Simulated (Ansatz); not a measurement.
# GeMe2H2 (C₂H₈Ge): the relaxed shape and its frontier levels

Aim: characterise GeMe2H2 (C₂H₈Ge) as a singlet: its structure, frontier levels and distribution of charge.

Computed with Ansatz 0.2.0, Gaussian basis. Level: RKS PBE0-D4/def2-TZVP.

Levels to be run: relaxation at PBE-D4/def2-SVP; a search for the lowest solution at PBE0-D4/def2-SVP; a single point at PBE0-D4/def2-TZVP.

## (1) Starting geometry

11 atoms, charge 0, spin multiplicity 1.

Atoms are counted from 1 here; the program's logs count them from 0.

Bond lengths: Ge1–C2 1.968 Å, Ge1–C6 1.968 Å, Ge1–H10 1.505 Å, Ge1–H11 1.506 Å, C2–H3 1.086 Å, C2–H4 1.087 Å, C2–H5 1.087 Å, C6–H7 1.086 Å, C6–H8 1.087 Å, C6–H9 1.087 Å. Angles: C2–Ge1–C6 111.1°, C2–Ge1–H10 110.0°, C2–Ge1–H11 110.0°, C6–Ge1–H10 109.9°, C6–Ge1–H11 110.0°, H10–Ge1–H11 105.7°, Ge1–C2–H3 111.5°, Ge1–C2–H4 110.6°, Ge1–C2–H5 110.5°, H3–C2–H4 108.1°, H3–C2–H5 108.1°, H4–C2–H5 108.0°, Ge1–C6–H7 111.5°, Ge1–C6–H8 110.6°, Ge1–C6–H9 110.5°, H7–C6–H8 108.1°, H7–C6–H9 108.1°, H8–C6–H9 108.0°.

The start is a GFN2-xTB geometry.

## (2) Relaxation at PBE-D4/def2-SVP

Contents of in.yaml:

```yaml
crystal:
  periodic: [false, false, false]
  atoms:
    - {symbol: Ge, position_ang: [-0.624430, -0.005030, -0.443500]}
    - {symbol: C, position_ang: [-0.657220, -0.002600, 1.523880]}
    - {symbol: H, position_ang: [-1.674410, 0.018840, 1.904290]}
    - {symbol: H, position_ang: [-0.132600, 0.866580, 1.913550]}
    - {symbol: H, position_ang: [-0.168920, -0.892580, 1.913260]}
    - {symbol: C, position_ang: [1.223050, 0.006700, -1.121500]}
    - {symbol: H, position_ang: [1.249200, -0.003830, -2.207420]}
    - {symbol: H, position_ang: [1.767140, -0.863360, -0.762020]}
    - {symbol: H, position_ang: [1.748070, 0.895570, -0.779800]}
    - {symbol: H, position_ang: [-1.371880, 1.190160, -0.971990]}
    - {symbol: H, position_ang: [-1.358010, -1.210460, -0.968750]}
basis:
  gaussian: {orbitals: def2-SVP}
hamiltonian: {xc: pbe, dispersion: d4}
scf: {omitted_lower_state_checks: [starts]}
output: {orbitals: {seedname: orbitals}}
relax: {f_tol: 0.02, max_steps: 100}
```

On the command line:

```bash
> ansatz run in.yaml --threads 4 --pin off --events-out ev --progress --plain --max-ram 3916MiB
```

After this run come: Searching for the lowest solution, PBE0-D4/def2-SVP; Single point, PBE0-D4/def2-TZVP.

**Question.** What will the summary of the whole plan be? Wanted: point group; commonest bond, hydrogen aside; HOMO, LUMO at PBE0-D4/def2-TZVP; dipole at PBE-D4/def2-SVP.

As calculated:

| quantity | value |
| --- | --- |
| point group | C2v |
| commonest bond, hydrogen aside | C–Ge, 2 of mean length 1.970 Å |
| HOMO, LUMO at PBE0-D4/def2-TZVP | -8.50, 1.06 eV |
| dipole at PBE-D4/def2-SVP | 0.75 D |

**Reading.** The molecule keeps its bonding pattern by the stored test; the atoms moved 0.03 Å (rms). No usable vibrations, so a minimum isn't proven. The HOMO lies nearest to C2, C6 about 25 % each; Ge1 20 % and the LUMO to 4 H atoms about 13 % each; 4 H atoms about 8 % each.
